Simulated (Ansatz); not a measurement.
# HOW: the cost of one run

Computed with Ansatz 0.2.0, Gaussian basis. Level: def2-QZVPP, core rule «outside noble gas», up to 5 orbitals frozen.

Plan: UHF; ROHF; CCSD(T) on UHF.

2 further runs of the same task are left out: 2 set aside as unsound or not needed.

## Step 1: The system

The geometry is a PBE0/def2-TZVP stationary point (not a proven minimum) of the parent state, kept for this charge and spin. No spin-orbit coupling is included. Elements past krypton take def2 core potentials.

3 atoms, charge 0, spin multiplicity 4.

Atoms are counted from 1 here; the program's logs count them from 0.

Bond lengths: W1–O2 1.840 Å, W1–H3 2.438 Å, O2–H3 0.969 Å. Angles: O2–W1–H3 20.7°, W1–O2–H3 117.1°, W1–H3–O2 42.2°.

## Step 2: UHF

in.yaml

```yaml
crystal:
  periodic: [false, false, false]
  atoms:
    - {symbol: W, position_ang: [0.000000, 0.005701, 0.157938]}
    - {symbol: O, position_ang: [0.000000, -0.110996, -1.677910]}
    - {symbol: H, position_ang: [0.000000, 0.722005, -2.172591]}
basis:
  gaussian: {orbitals: "def2-QZVPP.json"}
magnetization: {spin_polarized: true, initial_magnetization: 3}
hamiltonian: {xc: hf}
output: {orbitals: {seedname: orbitals}}
```

The run is started by

```console
$ ansatz run in.yaml --threads 1 --pin off --events-out ev --progress --plain --max-ram 4096MiB --backend cpu
```

Q: Estimate wall time and peak memory on 1 thread of AMD EPYC 7R13, shared host.

About 35 s, with a peak of 0.4 GiB.
